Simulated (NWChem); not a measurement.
# InHCl (SMILES [Cl][InH]): a chain of runs

Wanted: a structure relaxation (U-r2SCAN0-D3(BJ)/6-31G*/LANL2DZ), then vibrational wavenumbers, then a single-point energy (UMP2/6-31G*/LANL2DZ) of InHCl. 

The calculation is run with NWChem 7.3.0.

2 further runs of the same task are left out: 2 set aside as unsound or not needed.

## 1. Starting point

The species is InHCl (3 atoms), meant as a doublet with charge 0. SMILES: `[Cl][InH]`. All atoms were displaced at random from a relaxed shape. The run starts from this shape.

Bond lengths: Cl1–In2 2.476 Å, In2–H3 1.803 Å. Angles: Cl1–In2–H3 115.7°.

## 2. A structure relaxation at U-r2SCAN0-D3(BJ)/6-31G(d)/LANL2DZ (density fitting with ahlrichs coulomb fitting, core potential, Cartesian functions) (run 1)

Contents of clhin.nw:

```
start clhin
title "ClHIn r2SCAN0"
memory total 2200 mb

geometry units angstrom noautosym
  Cl      -1.681138       0.427555      -0.941532
  In       0.454618       0.552491       0.305753
  H        1.301805      -1.017668       0.566697
end

basis "ao basis"
  * library 6-31G* except In
  In library "lanl2dz ecp"
end

ecp
  In library "lanl2dz ecp"
end

basis "cd basis" spherical
  * library "ahlrichs coulomb fitting"
end

dft
  xc r2scan0
  mult 2
  disp vdw 4
  grid fine
  convergence energy 1e-06
  direct
  iterations 150
  mulliken
  noprint "final vectors analysis"
end

driver
  maxiter 50
end

task dft optimize
```

On the command line:

```console
$ nwchem clhin.nw > clhin.out
```

Standard output:

```text
[...]
          Wavefunction type:  spin polarized.
          No. of atoms     :     3
          No. of electrons :    21
[...]
          Charge           :     0
          Spin multiplicity:     2
[...]
          AO basis - number of functions:    29
[...]
              XC Information
              --------------
                     r^2SCAN0 Method XC Functional
                     Hartree-Fock (Exact) Exchange  0.250
               r^2SCAN metaGGA Exchange Functional  0.750
                     r^2SCAN Correlation Potential  1.000
[...]
 d= 0,ls=0.0,diis     1   -462.5902140344 -4.77D+02  1.89D-02  5.13D-02     0.6
[...]
         Total DFT energy =     -462.628305390357
[...]
  wavefunction    = open shell
[...]
@    0    -462.62830539  0.0D+00  0.01873  0.01102  0.00000  0.00000      3.9
[...]
         Total DFT energy =     -462.629214090619
[...]
@    1    -462.63068077 -2.4D-03  0.00247  0.00149  0.06888  0.13948      9.4
[...]
@    3    -462.63071535 -2.0D-06  0.00027  0.00018  0.00191  0.00303     14.6
[...]
         Total DFT energy =     -462.630717111536
[...]
         Total DFT energy =   -462.630717111536
[...]
@    4    -462.63071711 -1.8D-06  0.00003  0.00002  0.00389  0.00606     16.4
[...]
 d= 0,ls=0.0,diis     2   -462.6307171283 -2.81D-09  2.61D-06  1.95D-09    17.1
[...]
         Total DFT energy =     -462.630717128277
      One electron energy =     -668.975501184419
           Coulomb energy =      220.633967427181
    Exchange-Corr. energy =      -29.213241052482
 Nuclear repulsion energy =       14.924634437561
    Dispersion correction =       -0.000576756117
[...]
      Total Density - Mulliken Population Analysis
     ---------------------------------------------
    Atom       Charge   Shell Charges
 -----------   ------   -------------------------------------------------------
    1 Cl  17    17.47   2.00  1.99  5.98  1.38  3.59  0.61  1.93  0.00
    2 In   3     2.39   0.31  1.11  0.80  0.17
    3 H    1     1.13   0.45  0.68
[...]
      <S2> =      0.7587 (Exact =     0.7500)
[...]
         Total DFT energy =   -462.630717128277
[...]
                         DFT ENERGY GRADIENTS
    atom               coordinates                        gradient
                 x          y          z           x          y          z
   1 Cl     -2.886944  -0.177265  -1.687191    0.000003   0.000001   0.000002
   2 In      0.945502   0.111991   0.560357   -0.000012   0.000016  -0.000005
   3 H       2.506890  -2.825418   1.034995    0.000009  -0.000017   0.000003
[...]
@    5    -462.63071713 -1.7D-08  0.00002  0.00001  0.00008  0.00013     17.8
[...]
      Optimization converged
[...]
@    5    -462.63071713 -1.7D-08  0.00002  0.00001  0.00008  0.00013     17.8
[...]
```

It took 18 s on 1 thread of INTEL XEON PLATINUM 8581C at 2.10GHz (Emerald Rapids), shared host; peak memory 0.13 GiB.

Step by step:

| step | energy from the first frame kept (eV) |
| --- | --- |
| 0 | 0.0000 |
| 1 | -0.0646 |
| 2 | -0.0655 |
| 3 | -0.0656 |
| 4 | -0.0656 |
| 5 | -0.0656 |

After the run. Bond lengths: Cl1–In2 2.356 Å, In2–H3 1.778 Å. Angles: Cl1–In2–H3 114.5°.

## 3. The harmonic vibrations at U-r2SCAN0-D3(BJ)/6-31G(d)/LANL2DZ (density fitting with ahlrichs coulomb fitting, core potential, Cartesian functions) (run 2)

Contents of clhin.nw:

```
start clhin
memory stack 880 mb heap 220 mb global 1100 mb

geometry
  Cl   -1.527705   -0.093805   -0.892823
  In    0.500338    0.059263    0.296528
  H     1.326589   -1.495147    0.547696
end

basis
  * library 6-31G* except In
  In library "lanl2dz ecp"
end

ecp
  In library "lanl2dz ecp"
end

basis "cd basis" spherical
  * library "ahlrichs coulomb fitting"
end

dft
  xc r2scan0
  mult 2
  disp vdw 4
  grid fine
  convergence energy 1e-06
  direct
  iterations 150
  mulliken
  print low
end

freq
  temp 2 298.15 373.15
end

task dft frequencies
```

On the command line:

```console
$ nwchem clhin.nw > clhin.out
```

Standard output:

```text
[...]
 Group name             Cs
[...]
 d= 0,ls=0.0,diis     1   -462.5979652574 -4.78D+02  1.75D-02  4.77D-02     0.4
[...]
         Total DFT energy =     -462.630717118581
[...]
         Total DFT energy =     -462.630716901854
[...]
         Total DFT energy =     -462.630715915627
[...]
         Total DFT energy =     -462.630716103743
[...]
         Total DFT energy =     -462.630717112880
[...]
 d= 0,ls=0.0,diis     3   -462.6307171137 -4.94D-08  6.39D-06  5.76D-09    38.3
[...]
         Total DFT energy =     -462.630717113737
      One electron energy =     -668.975134973338
           Coulomb energy =      220.633580618507
    Exchange-Corr. energy =      -29.213214562527
 Nuclear repulsion energy =       14.924628559774
    Dispersion correction =       -0.000576756153
[...]
      Total Density - Mulliken Population Analysis
     ---------------------------------------------
    Atom       Charge   Shell Charges
 -----------   ------   -------------------------------------------------------
    1 Cl  17    17.47   2.00  1.99  5.98  1.38  3.59  0.61  1.93  0.00
    2 In   3     2.39   0.31  1.11  0.80  0.17
    3 H    1     1.13   0.45  0.68
[...]
      <S2> =      0.7587 (Exact =     0.7500)
[...]
                         DFT ENERGY GRADIENTS
    atom               coordinates                        gradient
                 x          y          z           x          y          z
   1 Cl     -0.001485  -3.343694   0.000000    0.000000   0.000003  -0.000002
   2 In      0.061267   1.108141   0.000000    0.000019  -0.000012   0.000007
   3 H      -2.976861   2.543884  -0.010000   -0.000019   0.000008  -0.000005
[...]
 Normal Eigenvalue ||           Projected Infra Red Intensities
  Mode   [cm**-1]  || [atomic units] [(debye/angs)**2] [(KM/mol)] [arbitrary]
 ------ ---------- || -------------- ----------------- ---------- -----------
    1        0.000 ||    0.003528           0.081         3.439       1.128
    2        0.000 ||    0.001674           0.039         1.632       0.535
    3        0.000 ||    0.010179           0.235         9.923       3.255
    4        0.000 ||    0.002893           0.067         2.820       0.925
    5        0.000 ||    0.000000           0.000         0.000       0.000
    6        0.000 ||    0.000809           0.019         0.788       0.259
    7      319.672 ||    0.051525           1.189        50.229      16.475
    8      447.606 ||    0.074863           1.727        72.980      23.937
    9     1530.410 ||    0.136000           3.138       132.580      43.486
 ----------------------------------------------------------------------------
[...]
```

Run time: 40 s. Hardware: 1 thread of INTEL XEON PLATINUM 8581C at 2.10GHz (Emerald Rapids), shared host; peak memory 0.13 GiB.

## 4. The energy at UMP2/6-31G(d)/LANL2DZ (core potential, Cartesian functions) (run 3)

Contents of clhin.nw:

```
start clhin
memory 2200 mb
charge 0
geometry units angstroms noautosym
 Cl      -1.527705      -0.093805      -0.892823
 In       0.500338       0.059263       0.296528
 H        1.326589      -1.495147       0.547696
end
basis "ao basis" cartesian
 * library 6-31G* except In
 In library "lanl2dz ecp"
end
ecp
 In library "lanl2dz ecp"
end
scf
 doublet
 uhf
 thresh 1e-06
 maxiter 150
 direct
 print medium
end
mp2
 freeze core 5
end
task mp2 energy
```

On the command line:

```console
$ nwchem clhin.nw > clhin.out
```

Standard output:

```text
[...]
  functions       =    29
[...]
  wavefunction    = UHF
[...]
         Total SCF energy =   -461.874990693622
      One electron energy =   -669.004548118968
      Two electron energy =    192.204921951310
 Nuclear repulsion energy =     14.924635474037
                       Sz =      0.5000
                 Sz(Sz+1) =      0.7500
                      S^2 =      0.7658
[...]
          Total MP2 energy          -462.025528126263
[...]
```

It took 2.1 s on 1 thread of INTEL XEON PLATINUM 8581C at 2.10GHz (Emerald Rapids), shared host; peak memory 0.1 GiB.

## 5. What came out

| quantity | value |
| --- | --- |
| run 1, U-r2SCAN0-D3(BJ)/6-31G*/LANL2DZ: total energy at the end | -462.63072 Eh |
| run 1, U-r2SCAN0-D3(BJ)/6-31G*/LANL2DZ: dipole moment | 3.46 D |
| run 1, U-r2SCAN0-D3(BJ)/6-31G*/LANL2DZ: dispersion energy | -1.51 kJ/mol |
| run 1, U-r2SCAN0-D3(BJ)/6-31G*/LANL2DZ: ⟨S²⟩ | 0.759 |
| run 2, U-r2SCAN0-D3(BJ)/6-31G*/LANL2DZ: lowest harmonic wavenumber | 320 cm⁻¹ |
| run 2, U-r2SCAN0-D3(BJ)/6-31G*/LANL2DZ: highest harmonic wavenumber | 1530 cm⁻¹ |
| run 2, U-r2SCAN0-D3(BJ)/6-31G*/LANL2DZ: zero-point energy | 13.7 kJ/mol |
| run 3, UMP2/6-31G*/LANL2DZ: total energy | -462.02553 Eh |
| run 3, UMP2/6-31G*/LANL2DZ: HOMO energy (Hartree–Fock orbitals) (highest over α and β) | -8.88 eV |
| run 3, UMP2/6-31G*/LANL2DZ: LUMO energy (Hartree–Fock orbitals) (lowest over α and β) | -0.23 eV |
| run 3, UMP2/6-31G*/LANL2DZ: correlation energy (5 core orbitals frozen) | -150.5 mEh |
| run 3, UMP2/6-31G*/LANL2DZ: ⟨S²⟩ of the reference determinant | 0.766 |

In words: The optimisation (run 1, U-r2SCAN0-D3(BJ)/6-31G*/LANL2DZ) took 6 steps and changed the energy by -0.066 eV. All 3 modes (run 2, U-r2SCAN0-D3(BJ)/6-31G*/LANL2DZ) are real, so the shape is a minimum at this level. Mulliken charges (run 3, UMP2/6-31G*/LANL2DZ) run from -0.57 on Cl1 to +0.75 on In2.
